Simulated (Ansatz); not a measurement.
# C3H12BN3: ionisation energy by level of theory

The task here is to estimate one member of a computed series from the others.

Method: unrestricted cation, the program's frozen cores in correlated methods; program: Ansatz 0.2.0, Gaussian basis.

Levels to be run: UKS PBE-D4/def2-TZVPP; UKS r2SCAN-D4/def2-TZVPP; UKS PBE0-D4/def2-TZVPP; UKS B3LYP-D4/def2-TZVPP; UKS wB97X-V/def2-TZVPP; UKS wB97M-V/def2-TZVPP; UKS B2PLYP/def2-TZVPP; UHF-CCSD(T)/def2-TZVPP; UHF-MP2/def2-QZVPP; extrapolation to the limit; then −ε(HOMO) from the neutral's earlier runs with LDA (SPW92), PBE-D4, revPBE-D4, BLYP-D4, r2SCAN-D4, B97M-V, PBE0-D4, B3LYP-D4, r2SCANh-D4, r2SCAN0-D4, HSE06-D4, BHLYP-D4, CAM-B3LYP-D4, LC-ωPBE, ωB97X-V, ωB97M-V.

### The geometry

The geometry comes from an earlier relaxation with PBE0-D4 in a triple-zeta def2 set; it is a stationary point, not always the lowest conformer.

SMILES `CNB(NC)NC`, 19 atoms, charge 0, spin multiplicity 1.

Atoms are counted from 1 here; the program's logs count them from 0.

Bond lengths: C1–N2 1.438 Å, C1–H8 1.094 Å, C1–H9 1.093 Å, C1–H10 1.100 Å, N2–B3 1.428 Å, N2–H11 1.004 Å, B3–N4 1.428 Å, B3–N6 1.428 Å, N4–C5 1.438 Å, N4–H12 1.004 Å, C5–H13 1.100 Å, C5–H14 1.093 Å, C5–H15 1.094 Å, N6–C7 1.438 Å, N6–H16 1.004 Å, C7–H17 1.093 Å, C7–H18 1.094 Å, C7–H19 1.100 Å. Angles: N2–C1–H8 110.1°, N2–C1–H9 110.9°, N2–C1–H10 113.7°, H8–C1–H9 106.8°, H8–C1–H10 107.7°, H9–C1–H10 107.4°, C1–N2–B3 125.1°, C1–N2–H11 114.6°, B3–N2–H11 119.0°, N2–B3–N4 120.0°, N2–B3–N6 120.0°, N4–B3–N6 120.0°, B3–N4–C5 125.1°, B3–N4–H12 119.0°, C5–N4–H12 114.6°, N4–C5–H13 113.7°, N4–C5–H14 110.9°, N4–C5–H15 110.1° and more.

Set-up of the first run:

The input, in.yaml:

```yaml
crystal:
  periodic: [false, false, false]
  atoms:
    - {symbol: C, position_ang: [-1.256709, 2.188607, -0.308301]}
    - {symbol: N, position_ang: [-0.258847, 1.224544, -0.684955]}
    - {symbol: B, position_ang: [0.024877, 0.017273, 0.022939]}
    - {symbol: N, position_ang: [0.981646, -0.906672, -0.496699]}
    - {symbol: C, position_ang: [1.696282, -0.748217, -1.734116]}
    - {symbol: N, position_ang: [-0.685956, -0.290506, 1.222553]}
    - {symbol: C, position_ang: [-0.549503, -1.507918, 1.975089]}
    - {symbol: H, position_ang: [-2.158851, 1.679115, 0.041937]}
    - {symbol: H, position_ang: [-1.551876, 2.798740, -1.165764]}
    - {symbol: H, position_ang: [-0.931018, 2.875553, 0.487013]}
    - {symbol: H, position_ang: [0.391316, 1.545390, -1.379369]}
    - {symbol: H, position_ang: [1.344495, -1.622061, 0.106979]}
    - {symbol: H, position_ang: [2.565415, -0.077592, -1.660945]}
    - {symbol: H, position_ang: [2.057966, -1.712148, -2.101036]}
    - {symbol: H, position_ang: [1.031184, -0.346910, -2.503980]}
    - {symbol: H, position_ang: [-1.171492, 0.445480, 1.702600]}
    - {symbol: H, position_ang: [-1.430552, -1.681274, 2.598255]}
    - {symbol: H, position_ang: [-0.469439, -2.362368, 1.297139]}
    - {symbol: H, position_ang: [0.329162, -1.523336, 2.637060]}
basis:
  gaussian: {orbitals: def2-TZVPP}
total_charge: 1
magnetization: {spin_polarized: true, initial_magnetization: 1}
hamiltonian: {xc: pbe, dispersion: d4}
```

The run is started by

```bash
ansatz run in.yaml --threads 2 --pin off --events-out ev --progress --plain --max-ram 32768MiB --backend cuda --devices 0, --max-vram 18GiB
```

Steps of the session up to this table: Cation, UKS PBE-D4/def2-TZVPP; Cation, UKS r2SCAN-D4/def2-TZVPP; Cation, UKS PBE0-D4/def2-TZVPP; Cation, UKS B3LYP-D4/def2-TZVPP; Cation, UKS wB97X-V/def2-TZVPP; Cation, UKS wB97M-V/def2-TZVPP; Cation, UKS B2PLYP (frozen core)/def2-TZVPP; Cation, UHF-CCSD(T)/def2-TZVPP; Cation, UHF-MP2/def2-QZVPP.

One of the session's tables, all rows but one given; the rest of the session is left out.

Orbital estimates, from the neutral's runs:

| functional | −ε(HOMO) (eV) |
| --- | --- |
| LDA (SPW92) | 4.83 |
| PBE-D4 | 4.70 |
| revPBE-D4 | 4.64 |
| BLYP-D4 | 4.59 |
| r2SCAN-D4 | 4.95 |
| B97M-V | ? |
| PBE0-D4 | 6.05 |
| B3LYP-D4 | 5.83 |
| r2SCANh-D4 | 5.46 |
| r2SCAN0-D4 | 6.24 |
| HSE06-D4 | 5.64 |
| BHLYP-D4 | 7.34 |
| CAM-B3LYP-D4 | 7.44 |
| LC-ωPBE | 8.80 |
| ωB97X-V | 8.46 |
| ωB97M-V | 8.39 |

**Question.** Estimate the row for B97M-V.

**Answer.** −ε(HOMO) (eV): 5.10. In the column «−ε(HOMO) (eV)» it lies between r2SCAN-D4 (4.95) and r2SCANh-D4 (5.46).
